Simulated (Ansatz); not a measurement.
# Cl5H3OW: the cost of one run

Program: Ansatz 0.2.0. Level of theory: RHF/def2-SVP. These are calculated values, not measurements.

1 further run of the same task is left out (it didn't finish).

## (1) Starting point

Bond lengths: W1–O2 2.290 Å, O2–H3 1.010 Å, W1–Cl4 2.390 Å, W1–Cl5 2.390 Å, W1–Cl6 2.390 Å, W1–Cl7 2.390 Å, W1–Cl8 2.390 Å, W1–H9 2.020 Å, W1–H10 2.185 Å. Angles (14 of 29 angles, heavy atoms first): O2–W1–Cl4 90.0°, O2–W1–Cl5 90.0°, O2–W1–Cl6 90.0°, O2–W1–Cl7 90.0°, O2–W1–Cl8 180.0°, Cl4–W1–Cl5 90.0°, Cl4–W1–Cl6 180.0°, Cl4–W1–Cl7 90.0°, Cl4–W1–Cl8 90.0°, Cl5–W1–Cl6 90.0°, Cl5–W1–Cl7 180.0°, Cl5–W1–Cl8 90.0°, Cl6–W1–Cl7 90.0°, Cl6–W1–Cl8 90.0°.

As a file:

```xyz
10

W     0.0000    0.0000    0.0000
O     0.0000    0.0000    2.2900
H    -0.9095   -0.2814    2.6271
Cl    2.3900    0.0000    0.0000
Cl    0.0000    2.3900    0.0000
Cl   -2.3900    0.0000    0.0000
Cl    0.0000   -2.3900    0.0000
Cl    0.0000    0.0000   -2.3900
H     1.3275    1.3829    0.6370
H     1.0111    1.0533    1.6250
```

## (2) A restrained relaxation towards end A

Springs on the bonds that form and break draw the guess towards this end; the thresholds are loose.

The input, input.yaml:

```yaml
crystal:
  periodic: [false, false, false]
  atoms:
    - { symbol: W, position_ang: [0.0, 0.0, 0.0] }
    - { symbol: O, position_ang: [0.0, 0.0, 2.29] }
    - { symbol: H, position_ang: [-0.9095, -0.2814, 2.6271] }
    - { symbol: Cl, position_ang: [2.39, 0.0, 0.0] }
    - { symbol: Cl, position_ang: [0.0, 2.39, 0.0] }
    - { symbol: Cl, position_ang: [-2.39, 0.0, 0.0] }
    - { symbol: Cl, position_ang: [0.0, -2.39, 0.0] }
    - { symbol: Cl, position_ang: [0.0, 0.0, -2.39] }
    - { symbol: H, position_ang: [1.3275, 1.3829, 0.637] }
    - { symbol: H, position_ang: [1.0111, 1.0533, 1.625] }
basis:
  gaussian: { orbitals: def2-SVP }
hamiltonian:
  xc: hf
relax:
  f_tol: 0.15
  max_steps: 25
  restrain:
    - { distance: [0, 8], at: 2.92, k: 30.0 }
    - { distance: [9, 1], at: 2.21, k: 30.0 }
    - { distance: [0, 1], at: 1.94, k: 30.0 }
    - { distance: [9, 8], at: 0.66, k: 30.0 }
```

Command:

```console
$ ansatz run input.yaml --threads 4 --pin off --max-ram 5120MiB --backend cpu --events-out ev --progress --plain --runs-dir out
```

Q: Estimate wall time and peak memory on 4 threads of Intel Xeon Platinum 8259CL at 2.50GHz (Skylake/Cascade Lake), shared host.

About 45 s, with a peak of 0.57 GiB.
